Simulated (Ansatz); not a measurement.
# TaOF: the cost of one run

Program: Ansatz 0.2.0. Level of theory: DFT PBE, scalar-relativistic, plane waves, PAW. These are calculated values, not measurements.

1 further run of the same task is left out (set aside as unsound or not needed).

### Step 1. The starting structure

Symmetry: P-6m2, No. 187, hexagonal system. Conventional cell: a = 3.676 Å, b = 3.676 Å, c = 2.674 Å, α = 90.00°, β = 90.00°, γ = 120.00°. Ta (site symmetry -6m2) is surrounded by 3 F at 2.12 Å and 6 O at 2.51 Å. O (site symmetry -6m2) has 6 F at 2.51 Å and 6 Ta at 2.51 Å and 2 O at 2.67 Å as nearest neighbours. Around F (site symmetry -6m2) lie 3 Ta at 2.12 Å.

As a file:

```
CELL_PARAMETERS angstrom
3.67636 0.00000 0.00000
-1.83818 3.18382 0.00000
0.00000 0.00000 2.67378
ATOMIC_POSITIONS crystal
Ta 0.33333 0.66667 0.50000
O 0.66667 0.33333 0.00000
F 0.00000 0.00000 0.50000
```

It is the end of an earlier relaxation with the same method, from a database cell with other species swapped in; it is a trial structure. At a tolerance of 0.05 Å it has space group P-6m2 (No. 187); it has 10.43 Å³/atom, an uncorrected energy of -1.51 eV/atom over the elements.

### Step 2. Electronic structure at the relaxed geometry

The input, input.yaml:

```yaml
crystal:
  lattice:
    - [3.6763561415, 0.0, 0.0]
    - [-1.8381780708, 3.1838178119, 0.0]
    - [0.0, 0.0, 2.6737790942]
  atoms:
    - { symbol: Ta, position: [0.3333333333, 0.6666666667, 0.5] }
    - { symbol: O, position: [0.6666666667, 0.3333333333, 0.0] }
    - { symbol: F, position: [0.0, 0.0, 0.5] }
basis:
  ecutwfc: 420
kpoints:
  mp_grid: { grid: [12, 12, 18] }
  band_path:
    path:
      - [[0.0, 0.0, 0.0], [0.5, 0.0, 0.0], [0.33333333, 0.33333333, 0.0], [0.0, 0.0, 0.0], [0.0, 0.0, 0.5], [0.5, 0.0, 0.5], [0.33333333, 0.33333333, 0.5], [0.0, 0.0, 0.5]]
      - [[0.5, 0.0, 0.5], [0.5, 0.0, 0.0]]
      - [[0.33333333, 0.33333333, 0.5], [0.33333333, 0.33333333, 0.0]]
    npoints: 14
hamiltonian:
  xc: pbe
scf:
  occupations: { method: gaussian, width: 0.1 }
  n_extra_bands: 7
output:
  forces: true
  stress: true
  eigenvalues: true
  populations: true
  dos: { projected: true, de: 0.02, nscf_kmesh: { grid: [15, 15, 22] } }
  bader: true
  write_density: true
  write_potential: true
  elf: true
  volumetric_format: npy
```

Started as:

```sh
$ ansatz run input.yaml --threads 1 --pin off --max-ram 2560MiB --backend cpu --events-out ev --progress --plain --runs-dir out
```

**Question.** How long does this run take on 1 thread of Intel Xeon 6975P-C (Granite Rapids), shared host, and how much memory does it need?

About 32 s, with a peak of 0.46 GiB.
